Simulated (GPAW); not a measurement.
The system is SnTe3.

```xyz
4
Lattice="0.0000 3.8612 3.8612 3.8612 0.0000 3.8612 3.8612 3.8612 0.0000" Properties=species:S:1:pos:R:3 pbc="T T T"
Te    3.8612    3.8612    3.8612
Te    5.7918    5.7918    5.7918
Te    1.9306    1.9306    1.9306
Sn    0.0000    0.0000    0.0000
```

The cell comes from a database or a generator and needn't be the stable form of this composition.

Program: GPAW 26.7.0. Alike in all runs: no spin polarisation; cell as given; smearing fermi-dirac 0.05 eV. Hardware: 1 thread of Arm Neoverse V2, on a shared host.

Question: Order these runs on this cell by their wall time, lowest first.
A. task single point; level PBEsol; potentials or basis PAW data sets generated in the run's folder for this functional, pw; k mesh 6 × 6 × 6; cutoff (eV) 600; maxiter 150
B. task single point; level LDA; potentials or basis the program's PAW data sets (release 1.2.1) made for this functional, pw; k mesh 5 × 5 × 5; cutoff (eV) 450; maxiter 120; convergence default
C. task band structure; level PBEsol; potentials or basis PAW data sets generated in the run's folder for this functional, pw; k mesh 6 × 6 × 6; cutoff (eV) 600; maxiter 150; band path GXWKGLUWLK,UX; band points 60
D. task band structure; level r2SCAN; potentials or basis GPAW PAW data sets (gpaw-data 1.2.1), pw; k mesh 6 × 6 × 6; cutoff (eV) 600; maxiter 150; band path GXWKGLUWLK,UX; band points 60

Answer: B (12 s), A (28 s), C (110 s), D (300 s).

Runs at the PBE level aren't shown here.
